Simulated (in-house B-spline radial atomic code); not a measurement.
**Rb²⁷⁺: Hartree-Fock with and without relativity**

Aim: what relativity does to the energy, levels and radii of Rb²⁷⁺.

The numbers are computed with in-house B-spline radial atomic code version 1 (Hartree-Fock averaged over the configuration, non-relativistic (point nucleus) and Dirac-Coulomb (finite nucleus); spherical all-electron atom at the radial basis limit), except any that are marked as measured or tabulated.

## 1. What is computed

| Item | Value |
| --- | --- |
| element | rubidium (Z = 37) |
| charge | +27 |
| electrons | 10 |
| configuration | [He] 2s2 2p6 |
| nucleus | point (non-relativistic run); Fermi, rms radius 4.204 fm (Dirac runs) |

The outer shells:

[He] 2s2 2p6
```
[He] core
2s [↑↓]
2p [↑↓][↑↓][↑↓]
```

## 2. Non-relativistic run

Settings of the run:

```ini
Z = 37
electrons = 10.0
configuration = [He] 2s2 2p6
hamiltonian = nr
method = hf
spin_polarised = False
```

## 3. Dirac-Coulomb run

Settings of the run:

```ini
Z = 37
electrons = 10.0
configuration = [He] 2s2 2p6
hamiltonian = dirac
method = hf
spin_polarised = False
nucleus = fermi
rms_radius = 4.2036
mass_number = 85
atomic_mass = 84.91178973604
speed_of_light = 137.035999084
```

How much does each shell's level and mean radius change with the Dirac Hamiltonian, and the total energy?

The runs gave:

Levels and radii; the Dirac values are averaged over j with the occupations as weights.

| shell | ε non-rel. (eV) | ε Dirac (eV) | <r> non-rel. (bohr) | <r> Dirac (bohr) | change of <r> (%) |
| --- | --- | --- | --- | --- | --- |
| 1s | -16359.4 | -16659.9 | 0.04124 | 0.04024 | -2.42 |
| 2s | -3309.89 | -3386.35 | 0.1780 | 0.1736 | -2.51 |
| 2p | -3131.08 | -3155.76 | 0.1533 | 0.1514 | -1.25 |

What this shows: Relativity and the finite nucleus together change the total energy by -38.82 hartree (-1.6 %). First-order perturbation theory (mass-velocity plus Darwin) gives -36.57 hartree, which is 94 % of the full shift. 2s shrinks most on the average over j, by -2.51 %. Spin-orbit coupling splits the 2p level by 63.800 eV. Breit terms add 1.37 hartree and QED terms 1.02 hartree.
